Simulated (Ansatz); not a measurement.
# C₄H₁₀ClIn: shape, modes and thermochemistry

What shape does C₄H₁₀ClIn take? The plan is to relax it, then compute its harmonic vibrations to see whether it is a minimum and to get the zero-point energy and entropy, and look at its orbitals and charge.

Method: RKS PBE0-D4/def2-TZVP; program: Ansatz 0.2.0, Gaussian basis.

Plan: relaxation at PBE0-D4/def2-TZVP; harmonic vibrations at the same level; a single point in def2-TZVPP for the fields.

### 1 Starting geometry

SMILES `CCC[CH](Cl)[InH2]`, 16 atoms, charge 0, spin multiplicity 1.

Atoms are counted from 1 here; the program's logs count them from 0.

Bond lengths: C1–C2 1.525 Å, C1–H7 1.094 Å, C1–H8 1.088 Å, C1–H9 1.094 Å, C2–C3 1.531 Å, C2–H10 1.093 Å, C2–H11 1.093 Å, C3–C4 1.511 Å, C3–H12 1.099 Å, C3–H13 1.096 Å, C4–Cl5 1.825 Å, C4–In6 2.196 Å, C4–H14 1.090 Å, In6–H15 1.710 Å, In6–H16 1.718 Å. Angles: C2–C1–H7 111.0°, C2–C1–H8 110.4°, C2–C1–H9 110.2°, H7–C1–H8 108.1°, H7–C1–H9 108.6°, H8–C1–H9 108.6°, C1–C2–C3 112.8°, C1–C2–H10 109.0°, C1–C2–H11 109.6°, C3–C2–H10 108.0°, C3–C2–H11 109.5°, H10–C2–H11 107.7°, C2–C3–C4 111.6°, C2–C3–H12 108.8°, C2–C3–H13 109.0°, C4–C3–H12 108.8°, C4–C3–H13 110.7°, H12–C3–H13 107.8° and more.

Coordinates:

```
atom    x (Å)    y (Å)    z (Å)
  C1  -1.1103  -1.3284  -0.4582
  C2   0.2238  -1.5364   0.2511
  C3   1.1327  -0.3069   0.1763
  C4   0.5013   0.8935   0.8427
 Cl5   1.6500   2.3073   0.7250
 In6  -0.7213   2.1924  -0.4389
  H7  -1.7541  -0.6499   0.1094
  H8  -1.6326  -2.2763  -0.5676
  H9  -0.9472  -0.9033  -1.4526
 H10   0.7480  -2.3735  -0.2162
 H11   0.0465  -1.7966   1.2972
 H12   1.3199  -0.0677  -0.8797
 H13   2.0959  -0.5463   0.6418
 H14   0.3465   0.7304   1.9091
 H15  -0.4019   2.0651  -2.1143
 H16  -1.4973   3.5966   0.1748
```

The start is a GFN2-xTB geometry. In takes the def2 core potential; no spin-orbit term is included.

### 2 Relaxation at PBE0-D4/def2-TZVP

Contents of in.yaml:

```yaml
crystal:
  periodic: [false, false, false]
  atoms:
    - {symbol: C, position_ang: [-1.110280, -1.328430, -0.458160]}
    - {symbol: C, position_ang: [0.223850, -1.536350, 0.251060]}
    - {symbol: C, position_ang: [1.132730, -0.306940, 0.176320]}
    - {symbol: C, position_ang: [0.501300, 0.893550, 0.842710]}
    - {symbol: Cl, position_ang: [1.650000, 2.307270, 0.725020]}
    - {symbol: In, position_ang: [-0.721310, 2.192410, -0.438880]}
    - {symbol: H, position_ang: [-1.754140, -0.649900, 0.109400]}
    - {symbol: H, position_ang: [-1.632570, -2.276320, -0.567600]}
    - {symbol: H, position_ang: [-0.947160, -0.903300, -1.452590]}
    - {symbol: H, position_ang: [0.748020, -2.373490, -0.216190]}
    - {symbol: H, position_ang: [0.046470, -1.796610, 1.297200]}
    - {symbol: H, position_ang: [1.319860, -0.067720, -0.879720]}
    - {symbol: H, position_ang: [2.095860, -0.546250, 0.641770]}
    - {symbol: H, position_ang: [0.346530, 0.730410, 1.909120]}
    - {symbol: H, position_ang: [-0.401910, 2.065140, -2.114280]}
    - {symbol: H, position_ang: [-1.497260, 3.596550, 0.174840]}
basis:
  gaussian: {orbitals: def2-TZVP}
hamiltonian: {xc: pbe0, dispersion: d4}
relax: {f_tol: 0.005, max_steps: 150}
```

Command:

```sh
$ ansatz run in.yaml --threads 2 --pin off --events-out ev --progress --plain --max-ram 20480MiB --backend cuda --devices 0, --max-vram 18GiB
```

The runs that follow: Vibrations by finite differences; A single point for the fields.

Before running them: what should the planned runs give, taken together? Wanted: point group; shift from the start; total energy; dispersion term; dipole moment; lowest, highest wavenumber; zero-point energy; HOMO, LUMO.

**Answer**, as computed:

```
                  quantity            value
               point group               C1
                     steps               14
shift from the start (rms)          0.270 Å
              total energy   -21999.9104 eV
           dispersion term         -358 meV
             dipole moment           2.51 D
lowest, highest wavenumber    43, 3120 cm⁻¹
         zero-point energy     326.4 kJ/mol
       entropy at 298.15 K  414.2 J/(mol K)
                HOMO, LUMO  -6.92, -1.33 eV
```

What this shows: The atoms moved 0.27 Å (rms) from the start; the bond that changed most is C4–In6, from 2.196 to 2.176 Å. No mode is imaginary: a true minimum at this level. The stiffest mode, 3120 cm⁻¹, is a C–H stretch, and 5 modes under 200 cm⁻¹ make the vibrational entropy uncertain. Harmonic hybrid wavenumbers usually lie a few per cent above measured fundamentals. The largest Mulliken charge, +0.42 e, sits on In6. The HOMO lies mostly on C4 33 %; Cl5 26 % and the LUMO on In6 36 %; H15, H16 about 15 % each.
